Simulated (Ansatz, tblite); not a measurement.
**The cluster Li3Cl3+: rung by rung**

One table from this session's results is given with a row withheld; the runs are named, their logs left out.

Method: as each input shows; program: Ansatz 0.2.0, Gaussian basis.

Plan: GFN1-xTB, GFN2-xTB, PBE-D4/def2-TZVP, r2SCAN-D4/def2-TZVP, LC-ωPBE/def2-TZVP, HSE06-D4/def2-TZVP, PBE-QIDH/def2-TZVP, r2SCANh-D4/def2-TZVP, B3LYP-D4/def2-TZVP, ωB97X-V/def2-TZVP, BHLYP-D4/def2-TZVP, PBE-D4/def2-SVP, PBE0-D4/def2-SVP, HF/STO-3G, HF/6-31G, B3LYP-D4/6-31G, CCSD(T)/def2-TZVP, RPA/def2-TZVP.

## The structure

The geometry is that of the doublet, from an earlier relaxation (PBE0-D4/def2-SVP). At that level it is the lowest of the isomers that a small search found.

6 atoms, charge 1, spin multiplicity 2.

Bond lengths: Li1–Cl5 2.297 Å, Li1–Cl6 2.297 Å, Li2–Cl4 2.142 Å, Li2–Cl5 2.381 Å, Li3–Cl4 2.142 Å, Li3–Cl6 2.380 Å. Angles: Cl5–Li1–Cl6 70.9°, Cl4–Li2–Cl5 118.4°, Cl4–Li3–Cl6 118.7°, Li2–Cl4–Li3 105.1°, Li1–Cl5–Li2 153.6°, Li1–Cl6–Li3 153.2°.

As a file:

```xyz
6
Cl3Li3
Li    1.3857    2.5851   -0.3325
Li   -2.0764   -0.3723   -0.2555
Li    0.8816   -1.8540    0.5322
Cl   -1.2061   -2.2559    0.2741
Cl   -0.6514    1.5284   -0.4192
Cl    1.6667    0.3686    0.2008
```

The ion is computed in the gas phase, without counter-ions or solvent.

PBE0-D4/def2-TZVP was run before; its log isn't repeated, and its numbers join the tables.

The first run:

Tight binding, by tblite at 300 K electronic temperature and without a spin-polarisation term:

```python
tblite.interface.Calculator('GFN1-xTB', numbers, positions, charge=1, uhf=1).singlepoint()
```

Tight binding, by tblite at 300 K electronic temperature and without a spin-polarisation term:

```python
tblite.interface.Calculator('GFN2-xTB', numbers, positions, charge=1, uhf=1).singlepoint()
```

start.molden holds the orbitals of an earlier run on this state, given as this run's starting guess.

in.yaml

```yaml
crystal:
  periodic: [false, false, false]
  atoms:
    - {symbol: Li, position_ang: [1.385709, 2.585085, -0.332504]}
    - {symbol: Li, position_ang: [-2.076446, -0.372265, -0.255517]}
    - {symbol: Li, position_ang: [0.881562, -1.853986, 0.532248]}
    - {symbol: Cl, position_ang: [-1.206089, -2.255881, 0.274139]}
    - {symbol: Cl, position_ang: [-0.651428, 1.528411, -0.419182]}
    - {symbol: Cl, position_ang: [1.666702, 0.368636, 0.200805]}
basis:
  gaussian: {orbitals: def2-TZVP, initial_orbitals: start.molden}
total_charge: 1
magnetization: {spin_polarized: true, initial_magnetization: 1}
hamiltonian: {xc: pbe, dispersion: d4}
scf: {omitted_lower_state_checks: [starts]}
output: {orbitals: {seedname: orbitals}}
```

Launch:

```bash
> ansatz run in.yaml --threads 4 --pin off --events-out ev --progress --plain --max-ram 3916MiB
```

Among the steps run: PBE-D4/def2-TZVP; r2SCAN-D4/def2-TZVP; LC-ωPBE/def2-TZVP; HSE06-D4/def2-TZVP; PBE-QIDH/def2-TZVP; r2SCANh-D4/def2-TZVP; B3LYP-D4/def2-TZVP; ωB97X-V/def2-TZVP; BHLYP-D4/def2-TZVP; PBE-D4/def2-SVP; PBE0-D4/def2-SVP; HF/STO-3G; HF/6-31G; B3LYP-D4/6-31G; CCSD(T)/def2-TZVP; RPA/def2-TZVP.

One of the session's tables, all rows but one given; the rest of the session is left out.

| level | HOMO (eV) | LUMO (eV) | gap (eV) |
| --- | --- | --- | --- |
| HF/STO-3G | -13.98 | -4.71 | 9.27 |
| HF/6-31G | -15.04 | -6.29 | 8.76 |
| PBE-D4/def2-SVP | -10.33 | -10.33 | 0.00 |
| PBE-D4/def2-TZVP | -10.47 | -10.47 | 0.00 |
| r2SCAN-D4/def2-TZVP | -10.71 | -10.40 | 0.31 |
| r2SCANh-D4/def2-TZVP | -11.21 | -10.05 | 1.16 |
| B3LYP-D4/6-31G | -11.51 | -10.10 | 1.41 |
| B3LYP-D4/def2-TZVP | ? | ? | ? |
| PBE0-D4/def2-SVP | -11.60 | -9.56 | 2.04 |
| PBE0-D4/def2-TZVP | -11.76 | -9.63 | 2.14 |
| HSE06-D4/def2-TZVP | -11.35 | -10.00 | 1.36 |
| BHLYP-D4/def2-TZVP | -12.99 | -8.61 | 4.38 |
| LC-ωPBE/def2-TZVP | -14.60 | -7.50 | 7.10 |
| ωB97X-V/def2-TZVP | -14.21 | -7.65 | 6.56 |

**Question.** Estimate the row for B3LYP-D4/def2-TZVP.

As computed: HOMO (eV): -11.49; LUMO (eV): -9.86; gap (eV): 1.63. In the column «HOMO (eV)» it lies between B3LYP-D4/6-31G (-11.51) and HSE06-D4/def2-TZVP (-11.35).
